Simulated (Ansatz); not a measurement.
# Sc5Al3Fe3Co9: the cost of one run

All numbers below are computed with Ansatz 0.2.0 (DFT PBE, scalar-relativistic, plane waves, PAW).

## 1. The system as given

The cell holds 20 atoms (Al3Co9Fe3Sc5): a = 6.776 Å, b = 6.284 Å, c = 7.026 Å, α = 87.94°, β = 92.17°, γ = 87.54°.

9 Co, 5 Sc, 3 Al, 3 Fe were thrown into a skewed cell at random, at 0.96 times a reference volume of the solid, and pushed apart as soft spheres.

Structure file:

```cif
data_structure
_symmetry_space_group_name_H-M 'P 1'
_symmetry_Int_Tables_number 1
_cell_length_a 6.7761
_cell_length_b 6.2843
_cell_length_c 7.0256
_cell_angle_alpha 87.940
_cell_angle_beta 92.171
_cell_angle_gamma 87.535
_cell_volume 298.46
loop_
_atom_site_label
_atom_site_type_symbol
_atom_site_fract_x
_atom_site_fract_y
_atom_site_fract_z
_atom_site_occupancy
Co1 Co 0.54837 0.26743 0.22810 1
Co2 Co 0.74363 0.58251 0.14672 1
Co3 Co 0.01320 0.43431 0.93753 1
Co4 Co 0.51272 0.05021 0.59634 1
Co5 Co 0.77473 0.30047 0.50525 1
Co6 Co 0.22482 0.86631 0.73087 1
Co7 Co 0.91690 0.22500 0.19868 1
Co8 Co 0.30160 0.01649 0.31106 1
Co9 Co 0.95771 0.87559 0.05473 1
Sc1 Sc 0.56754 0.40169 0.83793 1
Sc2 Sc 0.32948 0.64576 0.08455 1
Sc3 Sc 0.81438 0.72005 0.69074 1
Sc4 Sc 0.06148 0.60149 0.38894 1
Sc5 Sc 0.46122 0.61222 0.48095 1
Al1 Al 0.01745 0.03118 0.48668 1
Al2 Al 0.90825 0.12625 0.79451 1
Al3 Al 0.22697 0.11524 0.98693 1
Fe1 Fe 0.20629 0.28072 0.66346 1
Fe2 Fe 0.59456 0.96495 0.96668 1
Fe3 Fe 0.71675 0.92314 0.31903 1
```

## 2. Stage at 2410 K

The cutoff is lowered while the worst contacts of the packing are taken out. One k point, a Fermi-Dirac width of 0.208 eV and a fixed cell.

input.yaml

```yaml
crystal:
  lattice:
    - [6.773293, 0.141481, -0.131923]
    - [0.141481, 6.281528, 0.120683]
    - [-0.131923, 0.120683, 7.023283]
  atoms:
    - { symbol: Co, position: [0.5483729635, 0.2674278596, 0.2280951449] }
    - { symbol: Co, position: [0.7436293871, 0.5825133821, 0.1467187626] }
    - { symbol: Co, position: [0.0132039425, 0.4343088534, 0.9375295975] }
    - { symbol: Co, position: [0.5127232418, 0.0502061836, 0.59634441] }
    - { symbol: Co, position: [0.7747346355, 0.3004715072, 0.5052468464] }
    - { symbol: Co, position: [0.2248222755, 0.8663079886, 0.7308716328] }
    - { symbol: Co, position: [0.9168985461, 0.2249974429, 0.1986759078] }
    - { symbol: Co, position: [0.3016035332, 0.0164895425, 0.3110645754] }
    - { symbol: Co, position: [0.9577050643, 0.8755880728, 0.0547283407] }
    - { symbol: Sc, position: [0.5675390393, 0.401692117, 0.8379271561] }
    - { symbol: Sc, position: [0.3294764235, 0.6457572827, 0.0845481419] }
    - { symbol: Sc, position: [0.8143785896, 0.7200547717, 0.6907444376] }
    - { symbol: Sc, position: [0.0614759258, 0.601491701, 0.3889370987] }
    - { symbol: Sc, position: [0.4612217955, 0.6122174622, 0.4809507625] }
    - { symbol: Al, position: [0.0174489598, 0.0311790745, 0.4866834208] }
    - { symbol: Al, position: [0.9082539242, 0.1262467759, 0.7945056761] }
    - { symbol: Al, position: [0.2269690092, 0.115237266, 0.986926346] }
    - { symbol: Fe, position: [0.2062850237, 0.2807240174, 0.663458732] }
    - { symbol: Fe, position: [0.5945568158, 0.964951382, 0.966676001] }
    - { symbol: Fe, position: [0.7167462638, 0.9231424113, 0.3190274423] }
  symmetry: { detect: false }
basis:
  ecutwfc: 320
  xc_grid: 1
kpoints:
  mp_grid: { grid: [1, 1, 1], shift: [0.25, 0.25, 0.25] }
hamiltonian:
  xc: pbe
scf:
  occupations: { method: fermi_dirac, width: 0.2077 }
  lower_state_search: "off"
  convergence: { dr2_threshold: 1.0e-05 }
output:
  forces: true
  stress: true
md:
  timestep: 3.0
  n_steps: 24
  ensemble: nvt_langevin
  friction: 0.03
  temperature: 2410.0
  initial_velocities: maxwell_boltzmann
  seed: 97988
```

The run is started by

```
$ ansatz run input.yaml --threads 2 --pin off --max-ram 5120MiB --backend cpu --events-out ev --progress --plain --runs-dir out
```

Q: Estimate wall time and peak memory on 2 threads of Arm Neoverse V2, shared host.

About 62 s, with a peak of 0.53 GiB.
